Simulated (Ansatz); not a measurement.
# C2H6BFS: one species, many methods

Aim: compute C2H6BFS with functionals from several rungs and with coupled cluster, and see how far each lands from CCSD(T) at the basis-set limit for the atomisation energy.

Method: functionals in def2-TZVPP, the program's frozen cores in correlated methods; program: Ansatz 0.2.0, Gaussian basis.

Levels to be run: LDA (SPW92), PBE-D4, revPBE-D4, BLYP-D4, r2SCAN-D4, B97M-V, PBE0-D4, B3LYP-D4, r2SCANh-D4, r2SCAN0-D4, HSE06-D4, BHLYP-D4, CAM-B3LYP-D4, LC-ωPBE, ωB97X-V, ωB97M-V, B2PLYP, PBE-QIDH; CCSD(T)/def2-SVP; CCSD(T)/def2-TZVPP; MP2/def2-QZVPP; extrapolation to the limit; RPA on PBE.

### 1 The relaxed structure

The geometry comes from an earlier relaxation with PBE0-D4 in a triple-zeta def2 set; it is a stationary point, not always the lowest conformer.

11 atoms, charge 0, spin multiplicity 1.

Atoms are counted from 1 here; the program's logs count them from 0.

Bond lengths: C1–C2 1.529 Å, C1–H6 1.092 Å, C1–H7 1.092 Å, C1–H8 1.093 Å, C2–B3 1.563 Å, C2–H9 1.100 Å, C2–H10 1.094 Å, B3–F4 1.333 Å, B3–S5 1.805 Å, S5–H11 1.344 Å. Angles: C2–C1–H6 111.3°, C2–C1–H7 111.2°, C2–C1–H8 111.3°, H6–C1–H7 107.9°, H6–C1–H8 107.5°, H7–C1–H8 107.5°, C1–C2–B3 113.7°, C1–C2–H9 109.2°, C1–C2–H10 110.8°, B3–C2–H9 106.2°, B3–C2–H10 110.9°, H9–C2–H10 105.5°, C2–B3–F4 119.9°, C2–B3–S5 121.4°, F4–B3–S5 118.8°, B3–S5–H11 96.6°.

### 2 LDA

This LDA is Slater exchange with PW92 correlation.

Input file in.yaml:

```yaml
crystal:
  periodic: [false, false, false]
  atoms:
    - {symbol: C, position_ang: [-0.797135, 0.462949, 1.245033]}
    - {symbol: C, position_ang: [0.396768, 0.519865, 0.291507]}
    - {symbol: B, position_ang: [0.394271, -0.612714, -0.785440]}
    - {symbol: F, position_ang: [0.106774, -1.864744, -0.430729]}
    - {symbol: S, position_ang: [0.793364, -0.269074, -2.512022]}
    - {symbol: H, position_ang: [-0.716991, 1.221599, 2.026259]}
    - {symbol: H, position_ang: [-0.868473, -0.511966, 1.731191]}
    - {symbol: H, position_ang: [-1.736720, 0.634716, 0.714209]}
    - {symbol: H, position_ang: [1.325895, 0.393972, 0.866207]}
    - {symbol: H, position_ang: [0.473491, 1.504850, -0.177462]}
    - {symbol: H, position_ang: [0.694158, -1.536550, -2.948154]}
basis:
  gaussian: {orbitals: def2-TZVPP}
hamiltonian: {xc: lda}
output: {orbitals: {seedname: orbitals}}
```

Command:

```console
$ ansatz run in.yaml --threads 4 --pin off --events-out ev --progress --plain --max-ram 10444MiB
```

The runs that follow: PBE-D4 (GGA); revPBE-D4 (GGA); BLYP-D4 (GGA); r2SCAN-D4 (meta-GGA); B97M-V (meta-GGA); PBE0-D4 (hybrid); B3LYP-D4 (hybrid); r2SCANh-D4 (hybrid); r2SCAN0-D4 (hybrid); HSE06-D4 (hybrid); BHLYP-D4 (hybrid); CAM-B3LYP-D4 (range-separated); LC-ωPBE (range-separated); ωB97X-V (range-separated); ωB97M-V (range-separated); B2PLYP (double hybrid); PBE-QIDH (double hybrid); CCSD(T) in def2-SVP; CCSD(T) in def2-TZVPP; MP2 in def2-QZVPP; RPA on PBE orbitals.

**Question.** What will the summary of the whole plan be? Wanted: atomisation energy, CCSD(T)/CBS; farthest beyond LDA; mean size of error, GGA; mean size of error, meta-GGA; mean size of error, hybrid; mean size of error, range-separated; mean size of error, double hybrid; gap, smallest and largest; T1 diagnostic.

**Answer**, as computed:

```
                               quantity                                                                             value
        atomisation energy, CCSD(T)/CBS                                                                   1030.9 kcal/mol
functionals within 5.2 kcal/mol (0.5 %)  revPBE-D4, BLYP-D4, B3LYP-D4, r2SCANh-D4, r2SCAN0-D4, LC-ωPBE, ωB97X-V, PBE-QIDH
                    farthest beyond LDA                                                           PBE-D4 (+23.4 kcal/mol)
                mean size of error, GGA                                                                      8.7 kcal/mol
           mean size of error, meta-GGA                                                                      9.4 kcal/mol
             mean size of error, hybrid                                                                      8.4 kcal/mol
    mean size of error, range-separated                                                                      5.0 kcal/mol
      mean size of error, double hybrid                                                                      4.2 kcal/mol
              gap, smallest and largest                                         5.49 eV (LDA (SPW92)), 12.86 eV (LC-ωPBE)
                          T1 diagnostic                                                                            0.0119
triples share of the correlation energy                                                                             3.7 %
```

LDA overbinds by 146.5 kcal/mol (14 %). PBE-D4 misses by +23.4 kcal/mol. Double hybrids carry the basis error of their MP2 part in triple zeta, and no dispersion term here, so their miss is partly the set-up's. The rungs double hybrid, range-separated miss on average by less than the doubt on the reference (5.2 kcal/mol), so they tie. The reference freezes the cores and leaves out relativity and excitations past (T), so misses under about 5.2 kcal/mol can't be ranked. Hartree-Fock recovers 76 % of the binding; the rest is correlation. CCSD(T) in def2-SVP is off by -40.8 kcal/mol, more than most functionals: a good method in a small basis is no reference. Orbital gaps span 5.5 to 12.9 eV; exact exchange widens them.
